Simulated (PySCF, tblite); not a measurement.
# C9H16N+: excited states

Wanted: excited states for C9H16N+ (`C=C/C=C/C=C/[N+](C)(C)C`).

Computed with tblite 0.8.0 and PySCF 2.14.0 and routines of our own; the level stands in each step. Atoms count from 0.

## 1. The system as given

26 atoms, charge 1, multiplicity 1; geometry from: force field or distance geometry start.

## 2. Geometry optimisation with GFN2-xTB

The job: settings as JSON, then the geometry in Å.

```
{"job": {"kind": "relax", "xc": "GFN2-xTB", "basis": "xTB"}, "charge": 1, "multiplicity": 1}
C      5.282900    -0.211000     0.196800
C      4.127400     0.481700     0.060300
C      2.839700    -0.137400     0.210000
C      1.686400     0.564200     0.069400
C      0.380400    -0.057600     0.222400
C     -0.767200     0.636200     0.083200
N     -2.063100    -0.001700     0.224900
C     -3.133900     1.070300     0.026600
C     -2.212500    -0.586800     1.632500
C     -2.245900    -1.084600    -0.830400
H      5.294700    -1.273700     0.411400
H      6.228700     0.289100     0.088500
H      4.179400     1.544100    -0.136400
H      2.819000    -1.201600     0.420400
H      1.727700     1.632200    -0.136600
H      0.378500    -1.119900     0.443100
H     -0.705900     1.710300    -0.128300
H     -3.033100     1.479200    -0.983700
H     -4.121100     0.593800     0.134100
H     -3.009300     1.844500     0.789700
H     -3.241400    -0.960300     1.734100
H     -1.507900    -1.401700     1.767900
H     -2.034700     0.219300     2.375800
H     -3.269100    -1.477800    -0.757800
H     -2.080600    -0.632000    -1.818300
H     -1.540300    -1.896100    -0.647300
```

Started as:

```sh
> OMP_NUM_THREADS=1 python excited_run.py task.json out
```

This one command runs all jobs of the session in turn.

The log of the run:

```text
step      E/eV     max force
  0    -812.66613    1.291
  1    -812.77829    0.834
  2    -812.83290    0.552
  3    -812.85578    0.349
  4    -812.86314    0.180
  5    -812.86675    0.145
  6    -812.87312    0.252
  7    -812.87626    0.147
  8    -812.87709    0.043
  9    -812.87734    0.033
 10    -812.87752    0.044
 11    -812.87766    0.029
 12    -812.87776    0.018
 13    -812.87785    0.023
 14    -812.87799    0.035
 15    -812.87816    0.038
 16    -812.87833    0.030
 17    -812.87848    0.027
 18    -812.87860    0.022
 19    -812.87870    0.026
 20    -812.87878    0.016
 21    -812.87884    0.020
 22    -812.87890    0.022
 23    -812.87897    0.021
 24    -812.87905    0.017
 25    -812.87911    0.016
 26    -812.87916    0.013
 27    -812.87919    0.013
 28    -812.87921    0.009
```

Run time: 0.22 s. Hardware: 1 thread of Arm Neoverse V2, shared host.

The steps of the relaxation:

```
step  energy from step 0 (eV)  largest force (eV/Å)
   0                   0.0000                1.2915
   1                  -0.1122                0.8337
   2                  -0.1668                0.5522
   3                  -0.1897                0.3487
   4                  -0.1970                0.1796
   5                  -0.2006                0.1449
   6                  -0.2070                0.2517
   7                  -0.2101                0.1473
   8                  -0.2110                0.0426
   9                  -0.2112                0.0334
  10                  -0.2114                0.0437
  11                  -0.2115                0.0289
  12                  -0.2116                0.0182
  13                  -0.2117                0.0230
  14                  -0.2119                0.0347
  15                  -0.2120                0.0377
  16                  -0.2122                0.0299
  17                  -0.2124                0.0273
  18                  -0.2125                0.0220
  19                  -0.2126                0.0262
  20                  -0.2127                0.0163
  21                  -0.2127                0.0198
  22                  -0.2128                0.0220
  23                  -0.2128                0.0212
  24                  -0.2129                0.0173
  25                  -0.2130                0.0157
  26                  -0.2130                0.0135
  27                  -0.2131                0.0130
  28                  -0.2131                0.0092
```

Close pairs (by a distance rule), those that changed most:

```
  bond  before (Å)  after (Å)  change (Å)
 N6–C8       1.532      1.478      -0.054
 N6–C7       1.528      1.475      -0.053
 N6–C9       1.523      1.478      -0.045
 C3–C4       1.455      1.430      -0.025
C8–H22       1.111      1.089      -0.022
 C0–C1       1.354      1.334      -0.020
C5–H16       1.096      1.077      -0.020
 C5–N6       1.451      1.470      +0.018
```

The next job starts from the end point, and lists it.

## 3. Infrared spectrum with GFN2-xTB

The job: settings as JSON, then the geometry in Å.

```
{"job": {"kind": "ir", "xc": "GFN2-xTB", "basis": "xTB"}, "charge": 1, "multiplicity": 1}
C      5.274903    -0.206205     0.196323
C      4.140744     0.484914     0.069825
C      2.845617    -0.116177     0.204395
C      1.686107     0.561084     0.078998
C      0.405814    -0.060289     0.217707
C     -0.744828     0.609797     0.092787
N     -2.076288     0.003047     0.230704
C     -3.103662     1.041907     0.030824
C     -2.233691    -0.572920     1.582267
C     -2.259324    -1.054253    -0.785189
H      5.272063    -1.262772     0.408534
H      6.238715     0.259283     0.091873
H      4.166779     1.544571    -0.144197
H      2.826421    -1.177629     0.418578
H      1.701480     1.620060    -0.136000
H      0.416885    -1.120996     0.433344
H     -0.755779     1.664691    -0.123102
H     -3.008522     1.475780    -0.963312
H     -4.098333     0.610441     0.130447
H     -2.988084     1.829714     0.773482
H     -3.237507    -0.977004     1.703506
H     -1.512015    -1.370950     1.740449
H     -2.066342     0.198151     2.332541
H     -3.263852    -1.469272    -0.717718
H     -2.110740    -0.638571    -1.780685
H     -1.537606    -1.853787    -0.634060
```

The log of the run:

```text
mode    cm-1     km/mol
  1      31.1      0.25
  2      69.1      1.51
  3      81.4      1.02
  4     120.2      0.11
  5     190.5      0.05
  6     206.3      0.50
  7     211.2      0.04
  8     257.9      0.01
  9     261.0      0.23
 10     281.2      0.82
 11     298.1      0.00
 12     334.6      0.48
 13     373.8      0.34
 14     424.6      0.00
 15     475.3      0.05
 16     476.1      0.31
 17     519.3      1.16
 18     580.0      0.28
 19     617.1      3.20
 20     713.7     10.39
 21     810.4      0.60
 22     815.1      2.85
 23     906.5     10.21
 24     944.7      5.64
 25     944.9     23.26
 26     975.9     35.95
 27     988.2      4.44
 28     992.2      3.64
 29     993.9     14.02
 30    1018.9      0.21
 31    1034.2     56.98
 32    1081.7      0.74
 33    1081.9      2.13
 34    1157.5      2.04
 35    1186.6     52.50
 36    1206.5      7.60
 37    1226.4      0.43
 38    1235.1      4.48
 39    1255.0      0.82
 40    1266.2      0.15
 41    1277.3      5.53
 42    1300.6      0.16
 43    1311.5      4.77
 44    1398.7      5.72
 45    1407.6     19.44
 46    1409.9     24.01
 47    1429.9     21.26
 48    1439.6      0.21
 49    1452.9      2.77
 50    1455.6      3.68
 51    1461.6     25.69
 52    1468.0     24.85
 53    1479.5     63.30
 54    1595.2    315.21
 55    1622.3      1.62
 56    1648.7      0.93
 57    3035.0      0.28
 58    3036.6      1.25
 59    3040.7      0.02
 60    3042.1      8.15
 61    3044.1      2.48
 62    3044.7      0.62
 63    3047.2      2.29
 64    3053.2      4.55
 65    3055.2      5.30
 66    3056.5      2.00
 67    3060.7     11.27
 68    3075.2      8.64
 69    3085.7     44.54
 70    3108.3     11.97
 71    3121.3     35.85
 72    3149.1     11.94
```

It took 1.1 s on 1 thread of Arm Neoverse V2, shared host.

Which atoms move in the most intense modes:

```
cm⁻¹  km/mol                                   atoms
 976    36.0                        C5 30 %, N6 16 %
1034    57.0  H12 25 %, H13 23 %, H14 18 %, H10 13 %
1187    52.5              C3 28 %, C4 21 %, H15 16 %
1462    25.7  H23 25 %, H20 25 %, H25 12 %, H21 12 %
1480    63.3  H17 16 %, H19 16 %, H25 13 %, H24 12 %
1595   315.2      C3 26 %, C2 22 %, C4 20 %, C5 12 %
3086    44.5                                H14 76 %
3121    35.9                                H16 91 %
```

## 4. Excited states: TDA BHandHLYP/def2-SVP

The job, as its differences from that of step 3:

```diff
@@ -1,2 +1,2 @@
-{"job": {"kind": "ir", "xc": "GFN2-xTB", "basis": "xTB"}, "charge": 1, "multiplicity": 1}
+{"job": {"kind": "states", "xc": "BHandHLYP", "basis": "def2-SVP", "tda": true, "soc": true, "nstates": 6, "ntriplets": 4, "nquad": 4}, "charge": 1, "multiplicity": 1}
 C      5.274903    -0.206205     0.196323
```

With the program's defaults for keys left out, this is: TDA BHandHLYP/def2-SVP excited states, vertical, gas phase, spin-orbit mean-field couplings.

The log of the run:

```text
coarse grid: 20760 points
cycle   1  E = -406.3236081174  dE =  1.870e+00  |g| = 5.862e-01  |ddm| = 5.081e+00
cycle   2  E = -406.3126526032  dE =  1.096e-02  |g| = 7.018e-01  |ddm| = 1.380e+00
cycle   3  E = -406.4273082353  dE = -1.147e-01  |g| = 5.831e-02  |ddm| = 7.217e-01
cycle   4  E = -406.4280277831  dE = -7.195e-04  |g| = 5.045e-02  |ddm| = 1.213e-01
cycle   5  E = -406.4286449592  dE = -6.172e-04  |g| = 5.501e-03  |ddm| = 5.455e-02
cycle   6  E = -406.4286565217  dE = -1.156e-05  |g| = 3.291e-03  |ddm| = 1.096e-02
cycle   7  E = -406.4286600476  dE = -3.526e-06  |g| = 1.144e-03  |ddm| = 4.879e-03
final grid: 197816 points
cycle   8  E = -406.4828938628  dE = -3.907e-05  |g| = 3.791e-03  |ddm| = 3.934e-02
cycle   9  E = -406.4828956515  dE = -1.789e-06  |g| = 2.928e-03  |ddm| = 8.166e-03
cycle  10  E = -406.4828978981  dE = -2.247e-06  |g| = 4.977e-04  |ddm| = 3.353e-03
cycle  11  E = -406.4828979567  dE = -5.864e-08  |g| = 1.889e-04  |ddm| = 6.673e-04
cycle  12  E = -406.4828979656  dE = -8.830e-09  |g| = 3.452e-05  |ddm| = 2.373e-04
cycle  13  E = -406.4828979658  dE = -2.713e-10  |g| = 1.221e-05  |ddm| = 4.371e-05
converged SCF energy = -406.4828979658

Singlet excitations
state   eV       nm        f     d(h-e)  d(exc)  Lambda  PR(NTO)  |dmu|/D   mu/D   main configurations
  1   5.0433   245.8   1.62278   1.494   3.690   0.780   1.083    4.128    2.787   H->L 0.95
  2   6.9104   179.4   0.00232   3.821   5.371   0.156   1.006   14.782    7.985   H->L+1 0.81, H->L+3 0.15
  3   6.9173   179.2   0.24165   0.388   4.162   0.801   1.857    0.560    7.360   H-1->L 0.59, H->L+2 0.35
  4   7.0303   176.4   0.00361   2.371   4.473   0.218   1.033    8.972    2.367   H->L+3 0.72, H->L+1 0.13
  5   7.3053   169.7   0.00008   1.373   3.288   0.396   1.060                     H-2->L 0.88
  6   7.4127   167.3   0.04009   1.446   3.042   0.780   2.027                     H->L+2 0.52, H-1->L 0.28

Triplet excitations (Tamm-Dancoff)
state   eV     d(h-e)  d(exc)  Lambda  PR(NTO)   main configurations
  1   2.3542   0.199   3.168   0.784   1.130   H->L 0.90
  2   4.1161   0.089   2.453   0.789   1.963   H-1->L 0.53, H->L+2 0.34
  3   5.3384   0.151   2.315   0.784   2.325   H-3->L 0.43, H->L+10 0.24, H-1->L+2 0.18
  4   6.1391   1.716   3.971   0.787   1.514   H->L+2 0.46, H-1->L 0.28
S1 - T1 = 2.6891 eV

Spin-orbit couplings |<S|Hso|T>| (cm-1)
             T1       T2       T3       T4
S0        0.104    0.228    0.238    0.131
S1        0.039    0.005    0.015    0.091
S2        0.884    0.991    0.875    0.860
S3        0.079    0.014    0.012    0.026
S4        0.873    0.825    0.666    0.313
S5        0.922    0.210    1.322    0.588
S6        0.076    0.035    0.011    0.011
T1 sublevels (cm-1): 0.000 0.000 0.000   radiative rates (1/s): 0.000428 5.25e-05 0.00115
```

Run time: 75 s. Hardware: 1 thread of Arm Neoverse V2, shared host; peak memory 0.83 GiB.

In short:

```
  quantity    value
S1 less T1  2.69 eV
```

## 5. Outcome

| quantity | value |
| --- | --- |
| strongest single infrared mode (GFN2-xTB) | 1595 cm⁻¹, 315 km/mol |
| zero-point energy (GFN2-xTB) | 142.8 kcal/mol |
| S1 less T1 (step 4, TDA BHandHLYP/def2-SVP) | 2.69 eV |

**Reading.** All 72 modes are real, so the xTB geometry is a minimum. The strongest single mode, at 1595 cm⁻¹, is carried by C3, C2, C4, C5. Unscaled tight-binding wavenumbers are off by several per cent, some by more. Its intensities can rank the bands wrongly. In step 4 some excited states are degenerate or nearly so. In step 4, the number of triplets below S1 is 2, and the largest singlet-triplet spin-orbit coupling is S5–T3, 1.32 cm⁻¹.
